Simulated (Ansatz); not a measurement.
Relaxation of a periodic cell of 25 atoms, CuSi8O16 (host SiO2, host structure P4_2/mnm, interstitial Cu), to a largest force component of 0.03 eV/Å in at most 60 steps.

Computed with Ansatz 0.2.0, DFT PBE, scalar-relativistic, plane waves, PAW. Settings: PAW set soft_1, cutoff 420 eV, k mesh 2x2x3, gaussian smearing 0.02 eV, spin collinear.

```xyz
25
Lattice="-4.1797 -4.1797 0.0000 4.1797 -4.1797 0.0000 0.0000 0.0000 5.3338" Properties=species:S:1:pos:R:3:forces:R:3
Si 0.000 -4.180 0.000 0.40 -1.50 -0.93
Si 2.090 -2.090 1.333 2.16 -0.41 0.05
O 1.280 -2.900 0.000 -0.13 -0.28 0.01
O 0.810 -0.810 1.333 7.51 3.68 0.22
O -1.280 -5.459 0.000 0.06 0.25 0.07
O 3.369 -3.369 1.333 -0.21 0.13 0.02
Si 0.000 -4.180 2.667 0.40 -1.43 0.91
Si 2.090 -2.090 4.000 0.54 0.23 -0.03
O 1.280 -2.900 2.667 -0.17 -0.26 -0.02
O 0.810 -0.810 4.000 0.18 -0.51 -0.01
O -1.280 -5.459 2.667 0.08 0.26 -0.06
O 3.369 -3.369 4.000 -0.29 0.19 -0.02
Si 0.000 0.000 0.000 0.43 3.36 -2.45
Si -2.090 -2.090 1.333 -26.78 -4.91 0.61
O -2.900 -2.900 0.000 0.14 -0.19 0.27
O 0.810 -4.990 1.333 0.45 -0.10 -0.01
O -1.280 -1.280 0.000 -5.37 5.07 -12.06
O -0.810 -3.369 1.333 -0.64 -11.27 0.33
Si 0.000 0.000 2.667 0.37 3.10 2.35
Si -2.090 -2.090 4.000 -1.06 -0.55 -0.02
O -2.900 -2.900 2.667 0.12 -0.20 -0.28
O 0.810 -4.990 4.000 0.30 -0.06 0.00
O -1.280 -1.280 2.667 -3.85 3.93 9.63
O -0.810 -3.369 4.000 -0.21 0.50 0.01
Cu -0.547 -1.778 1.298 25.58 0.97 1.41
```

Question: Where does it end, and by what steps?

Answer: The forces met the threshold. Limits of this set-up: coarse k mesh. After 19 steps the energy has fallen by 11.130 eV; Cu25 moved furthest, 0.75 Å. The start is strongly strained (largest force component 27 eV/Å), so its close contacts needn't be bonds. Parted: O23–Cu25 (1.63 → 2.50 Å).

| step | energy less start (eV) | largest force component (eV/Å) | accepted |
| --- | --- | --- | --- |
| 0 | 0.0000 | 26.783 | yes |
| 1 | -6.1823 | 13.622 | yes |
| 2 | -9.9076 | 4.230 | yes |
| 3 | -10.2730 | 3.280 | yes |
| 4 | -10.7198 | 0.566 | yes |
| 5 | -10.7376 | 0.906 | yes |
| 6 | -10.6663 | 3.126 | no |
| 7 | -10.8993 | 0.211 | yes |
| 8 | -10.9266 | 0.338 | yes |
| 9 | -10.9685 | 0.721 | yes |
| 10 | -10.9640 | 1.222 | no |
| 11 | -11.0286 | 0.542 | yes |
| 12 | -11.0933 | 0.333 | yes |
| 13 | -11.1254 | 0.181 | yes |
| 14 | -11.0298 | 0.702 | no |
| 15 | -11.1279 | 0.170 | yes |
| 16 | -11.1273 | 0.127 | no |
| 17 | -11.1301 | 0.056 | yes |
| 18 | -11.1297 | 0.059 | no |
| 19 | -11.1302 | 0.029 | yes |

```xyz
25
Lattice="-4.1797 -4.1797 0.0000 4.1797 -4.1797 0.0000 0.0000 0.0000 5.3338" Properties=species:S:1:pos:R:3
Si -0.070 -4.313 0.031
Si 2.153 -2.124 1.390
O 1.353 -2.994 0.008
O 0.948 -0.690 1.410
O -1.299 -5.524 0.015
O 3.415 -3.335 1.369
Si -0.042 -4.227 2.727
Si 2.077 -2.119 4.007
O 1.250 -2.935 2.685
O 0.845 -0.792 4.026
O -1.294 -5.506 2.724
O 3.443 -3.232 3.957
Si -0.005 0.135 -0.042
Si -2.225 -2.056 1.424
O -2.928 -2.849 0.000
O 0.786 -5.027 1.382
O -1.440 -0.881 -0.226
O -0.926 -3.677 1.419
Si 0.016 0.020 2.708
Si -2.083 -2.018 4.037
O -2.894 -2.878 2.744
O 0.717 -5.031 4.016
O -1.293 -1.181 2.763
O -0.842 -3.372 4.048
Cu -0.209 -2.047 0.680
```

Whether the end is a true minimum wasn't checked by a vibrational analysis.

The run took 2.9 min on 4 threads of Arm Neoverse V1, with other jobs on the host, peak memory 0.77 GiB.
